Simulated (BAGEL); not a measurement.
# One shape, several levels: triplet CH5BrSi

Aim: a comparison of 3 runs (UHF/STO-3G, ROHF/6-31G*, ROHF/def2-SVP) of triplet CH5BrSi. 

The results are computed with BAGEL 1.2.2.

4 further runs of the same task are left out: 3 that didn't finish, 1 set aside as unsound or not needed. Runs told in other sessions of the task aren't counted.

**1. The structure to begin with**

CH5BrSi: 8 atoms, total charge 0, spin state triplet. SMILES of the parent species: `[H][Si]([H])(C)Br`. The shape is that of a GFN2-xTB optimisation. That shape belongs to the parent species and isn't relaxed for this state.

Bond lengths: Si1–C4 1.888 Å, Si1–Br8 2.225 Å, Si1–H2 1.456 Å, Si1–H3 1.456 Å, C4–H5 1.086 Å, C4–H6 1.088 Å, C4–H7 1.088 Å. Some angles: C4–Si1–Br8 107.4°, Si1–C4–H5 111.0°, Si1–C4–H6 111.4°, Si1–C4–H7 111.2°, H2–Si1–C4 112.9°, H2–Si1–Br8 104.8°, H3–Si1–C4 112.9°, H3–Si1–Br8 105.0°, H5–C4–H6 107.8°, H5–C4–H7 107.7°.

**2. A single-point energy at UHF/STO-3G (density fitting with qzvpp-jkfit) (run 1)**

File hf.json:

```json
{ "bagel" : [

{
  "title" : "molecule",
  "basis" : "sto-3g",
  "df_basis" : "qzvpp-jkfit",
  "angstrom" : "true",
  "geometry" : [
    { "atom" : "Si", "xyz" : [    0.502550,   -0.619000,    0.360310 ] },
    { "atom" : "H", "xyz" : [    0.454730,   -0.720240,    1.812290 ] },
    { "atom" : "H", "xyz" : [    1.852830,   -0.738230,   -0.171110 ] },
    { "atom" : "C", "xyz" : [   -0.417350,    0.890380,   -0.302810 ] },
    { "atom" : "H", "xyz" : [    0.023680,    1.809870,    0.070730 ] },
    { "atom" : "H", "xyz" : [   -1.463940,    0.879390,   -0.006670 ] },
    { "atom" : "H", "xyz" : [   -0.385230,    0.925300,   -1.390100 ] },
    { "atom" : "Br", "xyz" : [   -0.567270,   -2.427470,   -0.372630 ] }
  ]
},
{ "title" : "uhf", "nopen" : 2 },
{ "title" : "print", "file" : "orbitals.molden", "orbitals" : "true" }

]}
```

Run with:

```bash
$ BAGEL_NUM_THREADS=1 BAGEL hf.json > hf.out
```

What it wrote:

```text
* using 1 threads per process

  ===============================================================
  ===============================================================

  *** Geometry ***

  { "atom" : "Si", "xyz" : [      0.949682,     -1.169740,      0.680887 ] },
  { "atom" : "H", "xyz" : [      0.859315,     -1.361056,      3.424732 ] },
  { "atom" : "H", "xyz" : [      3.501341,     -1.395053,     -0.323351 ] },
  { "atom" : "C", "xyz" : [     -0.788677,      1.682574,     -0.572228 ] },
  { "atom" : "H", "xyz" : [      0.044749,      3.420159,      0.133660 ] },
  { "atom" : "H", "xyz" : [     -2.766446,      1.661806,     -0.012604 ] },
  { "atom" : "H", "xyz" : [     -0.727979,      1.748564,     -2.626908 ] },
  { "atom" : "Br", "xyz" : [     -1.071985,     -4.587253,     -0.704169 ] },

  Number of auxiliary basis functions:      559

  Since a DF basis is specified, we compute 2- and 3-index integrals:
    o Being stored without compression. Storage requirement is 0.006 GB

  Number of basis functions:       37
  Number of electrons      :       60

    * METHOD: MOLECULE                             0.25

  *** Open-shell HF ***

  === Nuclear Repulsion ===
   233.2049992172

      * DIIS with orbital gradients will be used.

  === UHF iteration (sto-3g) ===
      0      -2870.18581210          0.01550024           0.08
      1      -2870.28869680          0.01132070           0.08
      2      -2870.32410821          0.00480821           0.08
      3      -2870.33757622          0.00321603           0.08
      4      -2870.34698273          0.00129205           0.08
      5      -2870.34753325          0.00046931           0.08
      6      -2870.34800837          0.00024176           0.08
      7      -2870.34823368          0.00015650           0.08
      8      -2870.34826396          0.00009373           0.08
      9      -2870.34828955          0.00004563           0.09
     10      -2870.34830237          0.00001203           0.08
     11      -2870.34830433          0.00000491           0.08
     12      -2870.34830472          0.00000235           0.08
     13      -2870.34830481          0.00000145           0.08
     14      -2870.34830483          0.00000102           0.08
     15      -2870.34830483          0.00000101           0.08
     16      -2870.34830483          0.00000101           0.08
     17      -2870.34830483          0.00000101           0.08
     18      -2870.34830483          0.00000101           0.08
     19      -2870.34830483          0.00000101           0.08
     20      -2870.34830483          0.00000100           0.08
     21      -2870.34830482          0.00000099           0.08
     22      -2870.34830481          0.00000098           0.08
     23      -2870.34830471          0.00000086           0.08
     24      -2870.34830457          0.00000066           0.08
     25      -2870.34830451          0.00000051           0.08
     26      -2870.34830448          0.00000029           0.08
     27      -2870.34830447          0.00000018           0.08
     28      -2870.34830447          0.00000012           0.08
     29      -2870.34830447          0.00000006           0.08
     30      -2870.34830447          0.00000002           0.08
     31      -2870.34830447          0.00000001           0.08
    * SCF iteration converged.

    * S^2 (UHF) is 2.0038

    * Permanent dipole moment:
           (    0.368238,     0.735945,     0.254121) a.u.

    * METHOD: UHF                                  2.69

    * METHOD: PRINT                                0.00

  ===============================================================
```

It took 3.3 s on 1 thread of Arm Neoverse V1, shared host.

**3. A single-point energy at ROHF/6-31G(d) (density fitting with qzvpp-jkfit, spherical functions) (run 2)**

File input.json:

```json
{ "bagel": [

{
  "title": "molecule",
  "basis": "6-31gs.json",
  "df_basis": "qzvpp-jkfit",
  "angstrom": true,
  "geometry": [
    { "atom": "Si", "xyz": [       0.502550,      -0.619000,       0.360310 ] },
    { "atom": "H", "xyz": [       0.454730,      -0.720240,       1.812290 ] },
    { "atom": "H", "xyz": [       1.852830,      -0.738230,      -0.171110 ] },
    { "atom": "C", "xyz": [      -0.417350,       0.890380,      -0.302810 ] },
    { "atom": "H", "xyz": [       0.023680,       1.809870,       0.070730 ] },
    { "atom": "H", "xyz": [      -1.463940,       0.879390,      -0.006670 ] },
    { "atom": "H", "xyz": [      -0.385230,       0.925300,      -1.390100 ] },
    { "atom": "Br", "xyz": [      -0.567270,      -2.427470,      -0.372630 ] }
  ]
},

{ "title": "rohf", "nopen": 2 },

{ "title": "print", "file": "orbitals.molden", "orbitals": true }

]}
```

The basis set 6-31G* is read from a file made from the Basis Set Exchange's data (not shown).

Run with:

```bash
$ BAGEL_NUM_THREADS=1 BAGEL input.json > input.out
```

What it wrote:

```text
* using 1 threads per process

  ===============================================================
  ===============================================================

  *** Geometry ***

  { "atom" : "Si", "xyz" : [      0.949682,     -1.169740,      0.680887 ] },
  { "atom" : "H", "xyz" : [      0.859315,     -1.361056,      3.424732 ] },
  { "atom" : "H", "xyz" : [      3.501341,     -1.395053,     -0.323351 ] },
  { "atom" : "C", "xyz" : [     -0.788677,      1.682574,     -0.572228 ] },
  { "atom" : "H", "xyz" : [      0.044749,      3.420159,      0.133660 ] },
  { "atom" : "H", "xyz" : [     -2.766446,      1.661806,     -0.012604 ] },
  { "atom" : "H", "xyz" : [     -0.727979,      1.748564,     -2.626908 ] },
  { "atom" : "Br", "xyz" : [     -1.071985,     -4.587253,     -0.704169 ] },

  Number of auxiliary basis functions:      559

  Since a DF basis is specified, we compute 2- and 3-index integrals:
    o Being stored without compression. Storage requirement is 0.024 GB

  Number of basis functions:       74
  Number of electrons      :       60

    * METHOD: MOLECULE                             0.35

  *** Open-shell HF ***

  === Nuclear Repulsion ===
   233.2049992172

      * DIIS with orbital gradients will be used.

  === ROHF iteration (6-31gs.json) ===
      0      -2901.45445622          0.02306128           0.18
      1      -2901.53649681          0.01091131           0.17
      2      -2901.56010313          0.00582808           0.17
      3      -2901.57024936          0.00262375           0.17
      4      -2901.57902842          0.00180926           0.17
      5      -2901.58375734          0.00083601           0.17
      6      -2901.58457435          0.00024539           0.18
      7      -2901.58473370          0.00019712           0.18
      8      -2901.58479826          0.00011104           0.17
      9      -2901.58483013          0.00005303           0.17
     10      -2901.58484855          0.00001821           0.17
     11      -2901.58485617          0.00000837           0.17
     12      -2901.58485810          0.00000489           0.17
     13      -2901.58485819          0.00000316           0.17
     14      -2901.58485834          0.00000124           0.17
     15      -2901.58485836          0.00000056           0.17
     16      -2901.58485836          0.00000036           0.17
     17      -2901.58485835          0.00000025           0.17
     18      -2901.58485835          0.00000019           0.17
     19      -2901.58485835          0.00000013           0.18
     20      -2901.58485835          0.00000007           0.17
     21      -2901.58485835          0.00000005           0.17
     22      -2901.58485834          0.00000003           0.18
     23      -2901.58485834          0.00000002           0.18
     24      -2901.58485834          0.00000001           0.18
     25      -2901.58485834          0.00000001           0.18
    * SCF iteration converged.

    * S^2 (ROHF) is 2.0000

    * Permanent dipole moment:
           (    0.651981,     0.691401,     0.446890) a.u.

    * METHOD: ROHF                                 4.79

    * METHOD: PRINT                                0.01

  ===============================================================
```

Wall time 5.4 s (1 thread of Arm Neoverse V1, shared host).

**4. A single-point energy at ROHF/def2-SVP (density fitting with qzvpp-jkfit) (run 3)**

File calc.json:

```json
{ "bagel": [

{
  "title": "molecule",
  "basis": "svp",
  "df_basis": "qzvpp-jkfit",
  "angstrom": true,
  "geometry": [
    { "atom": "Si", "xyz": [    0.502550,   -0.619000,    0.360310 ] },
    { "atom": "H", "xyz": [    0.454730,   -0.720240,    1.812290 ] },
    { "atom": "H", "xyz": [    1.852830,   -0.738230,   -0.171110 ] },
    { "atom": "C", "xyz": [   -0.417350,    0.890380,   -0.302810 ] },
    { "atom": "H", "xyz": [    0.023680,    1.809870,    0.070730 ] },
    { "atom": "H", "xyz": [   -1.463940,    0.879390,   -0.006670 ] },
    { "atom": "H", "xyz": [   -0.385230,    0.925300,   -1.390100 ] },
    { "atom": "Br", "xyz": [   -0.567270,   -2.427470,   -0.372630 ] }
  ]
},
{
  "title": "rohf",
  "nopen": 2
},
{
  "title": "print",
  "file": "orbitals.molden",
  "orbitals": true
}

]}
```

Run with:

```bash
$ BAGEL_NUM_THREADS=1 BAGEL calc.json > calc.out
```

What it wrote:

```text
* using 1 threads per process

  ===============================================================
  ===============================================================

  *** Geometry ***

  { "atom" : "Si", "xyz" : [      0.949682,     -1.169740,      0.680887 ] },
  { "atom" : "H", "xyz" : [      0.859315,     -1.361056,      3.424732 ] },
  { "atom" : "H", "xyz" : [      3.501341,     -1.395053,     -0.323351 ] },
  { "atom" : "C", "xyz" : [     -0.788677,      1.682574,     -0.572228 ] },
  { "atom" : "H", "xyz" : [      0.044749,      3.420159,      0.133660 ] },
  { "atom" : "H", "xyz" : [     -2.766446,      1.661806,     -0.012604 ] },
  { "atom" : "H", "xyz" : [     -0.727979,      1.748564,     -2.626908 ] },
  { "atom" : "Br", "xyz" : [     -1.071985,     -4.587253,     -0.704169 ] },

  Number of auxiliary basis functions:      559

  Since a DF basis is specified, we compute 2- and 3-index integrals:
    o Being stored without compression. Storage requirement is 0.035 GB

  Number of basis functions:       89
  Number of electrons      :       60

    * METHOD: MOLECULE                             0.33

  *** Open-shell HF ***

  === Nuclear Repulsion ===
   233.2049992172

      * DIIS with orbital gradients will be used.

  === ROHF iteration (svp) ===
      0      -2901.24469645          0.02650056           0.22
      1      -2901.37882912          0.01711185           0.21
      2      -2901.42655971          0.00775673           0.21
      3      -2901.44532983          0.00243232           0.21
      4      -2901.45999339          0.00162451           0.22
      5      -2901.46988091          0.00102185           0.22
      6      -2901.47418316          0.00062454           0.22
      7      -2901.47582888          0.00042388           0.22
      8      -2901.47678513          0.00024998           0.23
      9      -2901.47707720          0.00017875           0.22
     10      -2901.47715992          0.00005344           0.23
     11      -2901.47717183          0.00002438           0.22
     12      -2901.47717391          0.00001448           0.22
     13      -2901.47717599          0.00000879           0.22
     14      -2901.47717579          0.00000558           0.22
     15      -2901.47717596          0.00000308           0.22
     16      -2901.47717581          0.00000109           0.22
     17      -2901.47717535          0.00000061           0.21
     18      -2901.47717521          0.00000043           0.22
     19      -2901.47717525          0.00000038           0.22
     20      -2901.47717524          0.00000031           0.22
     21      -2901.47717524          0.00000024           0.22
     22      -2901.47717525          0.00000022           0.22
     23      -2901.47717525          0.00000022           0.22
     24      -2901.47717525          0.00000022           0.22
     25      -2901.47717525          0.00000022           0.22
     26      -2901.47717525          0.00000022           0.22
     27      -2901.47717525          0.00000021           0.22
     28      -2901.47717525          0.00000021           0.22
     29      -2901.47717525          0.00000021           0.22
     30      -2901.47717525          0.00000019           0.22
     31      -2901.47717525          0.00000021           0.22
     32      -2901.47717526          0.00000016           0.22
     33      -2901.47717525          0.00000025           0.22
     34      -2901.47717526          0.00000020           0.22
     35      -2901.47717527          0.00000012           0.22
     36      -2901.47717528          0.00000007           0.22
     37      -2901.47717527          0.00000010           0.22
     38      -2901.47717528          0.00000002           0.22
     39      -2901.47717528          0.00000001           0.22
     40      -2901.47717528          0.00000001           0.23
    * SCF iteration converged.

    * S^2 (ROHF) is 2.0000

    * Permanent dipole moment:
           (    0.684261,     0.811088,     0.470082) a.u.

    * METHOD: ROHF                                 9.26

    * METHOD: PRINT                                0.02

  ===============================================================
```

Wall time 9.9 s (1 thread of Arm Neoverse V1, shared host).

**5. The series**

```
run                                                                level   energy (Eh)  dipole moment (D)   ⟨S²⟩  wall time
  1                        UHF/STO-3G (density fitting with qzvpp-jkfit)  -2870.348304               2.19  2.004      3.3 s
  2  ROHF/6-31G* (density fitting with qzvpp-jkfit, spherical functions)  -2901.584858               2.67  2.000      5.4 s
  3                     ROHF/def2-SVP (density fitting with qzvpp-jkfit)  -2901.477175               2.95  2.000      9.9 s
```

**6. Results**

| quantity | value |
| --- | --- |
| run 3: total energy | -2901.47718 Eh |
| run 3: dipole moment | 2.95 D |
| run 3: ⟨S²⟩ | 2.000 |

**Reading.** The dipole moment (its size) runs from 2.19 D (UHF/STO-3G) to 2.95 D (ROHF/def2-SVP). The two ends differ in method and basis. In run 1 the basis is minimal, so the values are rough. All runs together took 19 s, the longest 9.9 s.
